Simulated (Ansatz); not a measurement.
# Molecular dynamics of TlBiPbS3

Input:

```yaml
crystal:
  lattice:
    - [0.0, 0.0, -13.589305]
    - [-4.237421, 6.085742, 0.0]
    - [4.237421, 6.085742, -13.589305]
  atoms:
    - { symbol: Tl, position: [0.44720197, 0.44860105, 0.03822196] }
    - { symbol: Bi, position: [0.86464804, 0.50772733, -0.03516607] }
    - { symbol: Pb, position: [0.21724854, 0.54000996, -0.03894942] }
    - { symbol: S, position: [0.3079396, 0.84807259, 0.17711769] }
    - { symbol: S, position: [0.95451896, 0.76088939, 0.25292098] }
    - { symbol: S, position: [0.06115086, 0.24701985, 0.25010682] }
    - { symbol: Tl, position: [0.53803037, 0.54957799, 0.47500469] }
    - { symbol: Bi, position: [0.83090354, 0.49466015, 0.5047683] }
    - { symbol: Pb, position: [0.16769672, 0.47547392, 0.50942943] }
    - { symbol: S, position: [0.21673298, 0.69133021, 0.79292577] }
    - { symbol: S, position: [0.91551872, 0.6806579, 0.77902205] }
    - { symbol: S, position: [0.15851002, 0.32443623, 0.68549511] }
    - { symbol: Tl, position: [0.00236624, -0.04988449, 0.03940106] }
    - { symbol: Bi, position: [0.3417033, 0.04821929, -0.00236554] }
    - { symbol: Pb, position: [0.68402804, -0.04480624, -0.01148035] }
    - { symbol: S, position: [0.67344615, 0.21679104, 0.31728797] }
    - { symbol: S, position: [0.47526639, 0.23507542, 0.21196891] }
    - { symbol: S, position: [0.53958558, 0.7084347, 0.24800126] }
    - { symbol: Tl, position: [-0.04214624, -0.05458326, 0.52758486] }
    - { symbol: Bi, position: [0.3952595, 0.03029101, 0.43126282] }
    - { symbol: Pb, position: [0.68197289, 0.01460409, 0.49165318] }
    - { symbol: S, position: [0.73095525, 0.2405785, 0.76613327] }
    - { symbol: S, position: [0.4463922, 0.31915087, 0.74837086] }
    - { symbol: S, position: [0.55120847, 0.81611715, 0.75525999] }
basis:
  ecutwfc: 420.0
kpoints:
  mp_grid: { grid: [2, 1, 1] }
hamiltonian:
  xc: pbesol
scf:
  occupations: { method: fermi_dirac, width: 0.05 }
  lower_state_search: "off"
md:
  timestep: 3.0
  n_steps: 360
  ensemble: nvt_langevin
  temperature: 1560.0
  initial_velocities: maxwell_boltzmann
  seed: 590280
  friction: 0.01
```

Command:

```bash
$ ansatz run input.yaml --threads 2 --pin off --max-ram 5120MiB --backend cpu --events-out ev --progress --plain --runs-dir out
```

It goes on from the last frame of an earlier run, with new velocities.

Output, in part (step lines):

```
md step     0: t =     0.00 fs  T =  1495.0 K  F+E_penalty+E_count = -151795.19267595 eV  E_kin = 4.637849 eV  (11 SCF iters)
md step     1: t =     3.00 fs  T =  1456.7 K  F+E_penalty+E_count = -151795.13448294 eV  E_kin = 4.519160 eV  (9 SCF iters)
md step     2: t =     6.00 fs  T =  1495.0 K  F+E_penalty+E_count = -151795.10650577 eV  E_kin = 4.637981 eV  (9 SCF iters)
md step     3: t =     9.00 fs  T =  1637.0 K  F+E_penalty+E_count = -151795.10669820 eV  E_kin = 5.078224 eV  (9 SCF iters)
md step     4: t =    12.00 fs  T =  1460.6 K  F+E_penalty+E_count = -151795.14303994 eV  E_kin = 4.531062 eV  (9 SCF iters)
md step     5: t =    15.00 fs  T =  1364.9 K  F+E_penalty+E_count = -151795.19158814 eV  E_kin = 4.234291 eV  (6 SCF iters)
md step     6: t =    18.00 fs  T =  1379.2 K  F+E_penalty+E_count = -151795.24223392 eV  E_kin = 4.278498 eV  (7 SCF iters)
md step     7: t =    21.00 fs  T =  1369.0 K  F+E_penalty+E_count = -151795.29272167 eV  E_kin = 4.246853 eV  (7 SCF iters)
[... lines left out ...]
md step   360: t =  1080.00 fs  T =  1481.6 K  F+E_penalty+E_count = -151793.58737156 eV  E_kin = 4.596269 eV  (9 SCF iters)
```

The steps, from the saved trajectory:

| time (fs) | T (K) | potential energy less start (eV) |
| --- | --- | --- |
| 0.0 | 1495 | 0.000 |
| 36.0 | 1520 | -0.171 |
| 72.0 | 1240 | 0.994 |
| 108.0 | 1158 | 1.315 |
| 144.0 | 1481 | 0.981 |
| 180.0 | 1870 | 0.438 |
| 216.0 | 1521 | 0.538 |
| 252.0 | 1610 | 0.449 |
| 288.0 | 1902 | 0.965 |
| 324.0 | 1577 | 1.164 |
| 360.0 | 1524 | 0.535 |
| 396.0 | 1225 | 1.319 |
| 432.0 | 1401 | 0.967 |
| 468.0 | 1502 | 0.679 |
| 504.0 | 1803 | 0.088 |
| 540.0 | 1450 | -0.217 |
| 576.0 | 1450 | 0.014 |
| 612.0 | 1168 | 0.824 |
| 648.0 | 1346 | 1.117 |
| 684.0 | 1497 | 1.462 |
| 720.0 | 1756 | 1.834 |
| 756.0 | 1624 | 1.623 |
| 792.0 | 1651 | 1.823 |
| 828.0 | 1744 | 2.451 |
| 864.0 | 1611 | 1.639 |
| 900.0 | 1732 | 1.041 |
| 936.0 | 1578 | 1.046 |
| 972.0 | 1297 | 1.792 |
| 1008.0 | 1761 | 1.508 |
| 1044.0 | 1153 | 2.248 |
| 1080.0 | 1482 | 1.605 |

All steps were run. A run of 1.1 ps of so small a system gives no equilibrium averages. Limits of this set-up: coarse k mesh.

Mean squared displacements from the first frame to the last, about the centre of mass: Tl 0.80 Å², Bi 0.40 Å², Pb 0.44 Å², S 1.00 Å².

Last frame:

```xyz
24
Lattice="0.0000 0.0000 -13.5893 -4.2374 6.0857 0.0000 4.2374 6.0857 -13.5893" Properties=species:S:1:pos:R:3
Tl -1.752 2.715 -7.028
Bi -2.278 3.115 -11.180
Pb -2.824 3.132 -2.308
S -2.619 5.425 -7.059
S -2.011 5.964 -16.272
S -0.103 3.463 -4.438
Tl 0.595 6.486 -14.048
Bi 0.175 6.226 -17.940
Pb 0.637 6.333 -8.972
S -0.512 9.767 -13.992
S -0.333 9.951 -23.012
S 2.458 6.877 -11.157
Tl 1.519 -0.071 0.141
Bi 0.382 -0.542 -4.976
Pb 0.661 0.172 -9.700
S -0.602 3.637 -13.398
S -0.150 3.518 -9.790
S -1.153 7.108 -11.132
Tl 1.868 2.522 -6.514
Bi 2.061 3.418 -11.569
Pb 1.587 2.722 -15.851
S 1.859 6.098 -20.180
S 2.527 7.056 -16.334
S -0.043 8.992 -18.299
```

Run time: 39 min on 2 threads of Arm Neoverse V1, on a shared host, peak memory 1.5 GiB.
